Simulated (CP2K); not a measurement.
**NbTe: equation of state with PBE**

Crystal: NbTe.

```
CELL_PARAMETERS angstrom
3.70297 0.00000 0.00000
-1.85149 3.20687 0.00000
0.00000 0.00000 3.69421
ATOMIC_POSITIONS crystal
Te 0.66667 0.33333 0.00000
Nb 0.00000 0.00000 0.50000
```

The cell comes from a database or a generator and needn't be the stable form of this composition.

```yaml
Program: CP2K 2026.2
Task: equation of state
Functional: PBE
Potentials_or_basis: POTENTIAL_UZH Te GTH-PBE-q6, Nb GTH-PBE-q13; TZVP-MOLOPT-PBE-GTH basis
Density_cutoff: 6123 eV
k_mesh: 8 × 8 × 7
Occupations: fermi-dirac, width 0.05 eV
Spin: no spin polarisation
SCF_solver: diagonalisation with k points
Quickstep_method: GPW
EPS_DEFAULT: 1.0E-10
EPS_SCF: 1.0E-6
MAX_SCF: 100
SCF_GUESS: ATOMIC
k_points_reduced_by_the_point_group: yes
Mesh_centred_on_Gamma: yes
CHOLESKY: OFF
EPS_EIGVAL: 1.0E-7
MIXING_METHOD: BROYDEN_MIXING
MIXING_ALPHA: 0.4
NBUFFER: 8
NGRIDS: 4
Basis_sets: Te TZVP-MOLOPT-PBE-GTH-q6, Nb TZVP-MOLOPT-PBE-GTH-q13
Potentials: Te GTH-PBE-q6 of POTENTIAL_UZH, Nb GTH-PBE-q13 of POTENTIAL_UZH
ADDED_MOS: "[13]"
REL_CUTOFF_Ry: 60 Ry
MIXING_BETA_1/bohr: 1.5 1/bohr
CUTOFF_of_the_grids: 450 Ry
```

| Item | Value |
| --- | --- |
| Equilibrium volume | 22.23 Å³/atom |
| Bulk modulus at fixed shape and positions | 120 GPa |
| Pressure derivative of the bulk modulus | 4.7 |

Energy against volume, from the lowest point:
```tsv
volume (Å³/atom)	energy (meV/atom)
20.618	50.29
21.057	25.47
21.496	9.41
21.934	1.20
22.373	0.00
22.812	5.07
23.250	15.74
```

All runs of the series together: 3.7 min on 1 thread of Arm Neoverse V2, on a shared host.

Caveat: with these potentials and basis sets, volumes of gold and of layered tellurides can stand 1.5 % and more from those of plane-wave programs; the cell was scaled at fixed shape and fractional positions, which overstates the stiffness of a crystal with free parameters, most of all of layers and chains; the basis of atomic orbitals isn't converged, which shifts pressures, moduli and gaps. Spin-orbit coupling is left out, which matters for the levels of Te.
